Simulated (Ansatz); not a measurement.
# AlClFHZn: basis-set convergence

The task here is to estimate one member of a computed series from the others.

Computed with Ansatz 0.2.0, Gaussian basis. Level: one geometry, several basis sets.

Levels to be run: PBE0-D4/def2-SVP; ωB97M-V/def2-SVP; PBE0-D4/def2-QZVPP; ωB97M-V/def2-QZVPP; the functionals' def2-TZVPP values are taken from earlier runs.

## Structure used throughout

The geometry comes from an earlier relaxation with PBE0-D4 in a triple-zeta def2 set; it is a stationary point.

5 atoms, charge 0, spin multiplicity 1.

Atoms are counted from 1 here; the program's logs count them from 0.

Bond lengths: F1–Al2 1.651 Å, Al2–Cl3 2.101 Å, Al2–H5 1.570 Å. Angles: F1–Al2–Cl3 116.7°, F1–Al2–H5 119.6°, Cl3–Al2–H5 120.7°.

The first run:

in.yaml reads:

```yaml
crystal:
  periodic: [false, false, false]
  atoms:
    - {symbol: F, position_ang: [0.556712, 0.757425, 1.477357]}
    - {symbol: Al, position_ang: [-0.061828, -0.299153, 0.368988]}
    - {symbol: Cl, position_ang: [1.311053, -1.555348, -0.607374]}
    - {symbol: Zn, position_ang: [-0.165410, 1.678225, -1.684468]}
    - {symbol: H, position_ang: [-1.590726, -0.654849, 0.404096]}
basis:
  gaussian: {orbitals: def2-SVP}
hamiltonian: {xc: pbe0, dispersion: d4}
output: {orbitals: {seedname: orbitals}}
```

Started as:

```bash
ansatz run in.yaml --threads 2 --pin off --events-out ev --progress --plain --max-ram 4352MiB
```

Steps of the session up to this table: PBE0-D4 in def2-SVP; ωB97M-V in def2-SVP; PBE0-D4 in def2-QZVPP; ωB97M-V in def2-QZVPP.

One of the session's tables, all rows but one given; the rest of the session is left out.

It belongs to the step «Density functionals: the series». 

| functional | basis | HOMO (eV) | LUMO (eV) |
| --- | --- | --- | --- |
| PBE0-D4 | def2-SVP | -7.32 | -2.08 |
| PBE0-D4 | def2-TZVPP | ? | ? |
| PBE0-D4 | def2-QZVPP | -7.57 | -2.34 |
| ωB97M-V | def2-SVP | -9.32 | -0.30 |
| ωB97M-V | def2-TZVPP | -9.59 | -0.57 |
| ωB97M-V | def2-QZVPP | -9.60 | -0.67 |

Q: Estimate the row for PBE0-D4, def2-TZVPP from the others.

The run gave: HOMO (eV): -7.57; LUMO (eV): -2.31.
